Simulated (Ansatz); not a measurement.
# ClH₇N₂Si₂: small, medium and large basis sets

The task here is to estimate one member of a computed series from the others.

The runs use Ansatz 0.2.0, Gaussian basis; one geometry, several basis sets.

Plan: PBE0-D4/def2-SVP; ωB97M-V/def2-SVP; PBE0-D4/def2-QZVPP; ωB97M-V/def2-QZVPP; the functionals' def2-TZVPP values are taken from earlier runs.

### The geometry

The geometry comes from an earlier relaxation with PBE0-D4 in a triple-zeta def2 set; it is a stationary point, not always the lowest conformer.

SMILES `N[Si](N)([SiH3])Cl`, 12 atoms, charge 0, spin multiplicity 1.

Atoms are counted from 1 here; the program's logs count them from 0.

Bond lengths: N1–Si2 1.701 Å, N1–H6 1.009 Å, N1–H7 1.007 Å, Si2–N3 1.706 Å, Si2–Si4 2.342 Å, Si2–Cl5 2.084 Å, N3–H8 1.006 Å, N3–H9 1.007 Å, Si4–H10 1.490 Å, Si4–H11 1.490 Å, Si4–H12 1.487 Å. Angles: Si2–N1–H6 119.8°, Si2–N1–H7 120.8°, H6–N1–H7 111.8°, N1–Si2–N3 106.6°, N1–Si2–Si4 107.9°, N1–Si2–Cl5 115.9°, N3–Si2–Si4 118.7°, N3–Si2–Cl5 103.2°, Si4–Si2–Cl5 104.8°, Si2–N3–H8 120.5°, Si2–N3–H9 120.3°, H8–N3–H9 112.4°, Si2–Si4–H10 110.7°, Si2–Si4–H11 111.0°, Si2–Si4–H12 109.8°, H10–Si4–H11 108.1°, H10–Si4–H12 108.5°, H11–Si4–H12 108.7°.

The first run:

in.yaml reads:

```yaml
crystal:
  periodic: [false, false, false]
  atoms:
    - {symbol: N, position_ang: [-0.822290, 1.569615, -0.292038]}
    - {symbol: Si, position_ang: [-0.423924, 0.041215, 0.339608]}
    - {symbol: N, position_ang: [0.282954, 0.313843, 1.868657]}
    - {symbol: Si, position_ang: [0.812820, -1.108014, -1.283193]}
    - {symbol: Cl, position_ang: [-2.030380, -1.212890, 0.773139]}
    - {symbol: H, position_ang: [-1.302242, 2.241893, 0.287115]}
    - {symbol: H, position_ang: [-1.054146, 1.681305, -1.265598]}
    - {symbol: H, position_ang: [0.259247, -0.401111, 2.576223]}
    - {symbol: H, position_ang: [1.085699, 0.915649, 1.956829]}
    - {symbol: H, position_ang: [2.130913, -0.449927, -1.506250]}
    - {symbol: H, position_ang: [0.085660, -1.140462, -2.583401]}
    - {symbol: H, position_ang: [1.052587, -2.506418, -0.837191]}
basis:
  gaussian: {orbitals: def2-SVP}
hamiltonian: {xc: pbe0, dispersion: d4}
output: {orbitals: {seedname: orbitals}}
```

Command:

```sh
ansatz run in.yaml --threads 4 --pin off --events-out ev --progress --plain --max-ram 10444MiB
```

Among the steps run: PBE0-D4 in def2-SVP; ωB97M-V in def2-SVP; PBE0-D4 in def2-QZVPP; ωB97M-V in def2-QZVPP.

One of the session's tables, all rows but one given; the rest of the session is left out.

It belongs to the step «Density functionals: the series». 

| functional | basis | HOMO (eV) | LUMO (eV) |
| --- | --- | --- | --- |
| PBE0-D4 | def2-SVP | -7.13 | 0.61 |
| PBE0-D4 | def2-TZVPP | -7.33 | 0.25 |
| PBE0-D4 | def2-QZVPP | -7.38 | 0.13 |
| ωB97M-V | def2-SVP | -9.25 | 2.47 |
| ωB97M-V | def2-TZVPP | ? | ? |
| ωB97M-V | def2-QZVPP | -9.52 | 1.41 |

Q: Estimate the row for ωB97M-V, def2-TZVPP from the others.

The run gave: HOMO (eV): -9.47; LUMO (eV): 1.96. In the column «HOMO (eV)» it lies between ωB97M-V, def2-QZVPP (-9.52) and ωB97M-V, def2-SVP (-9.25).
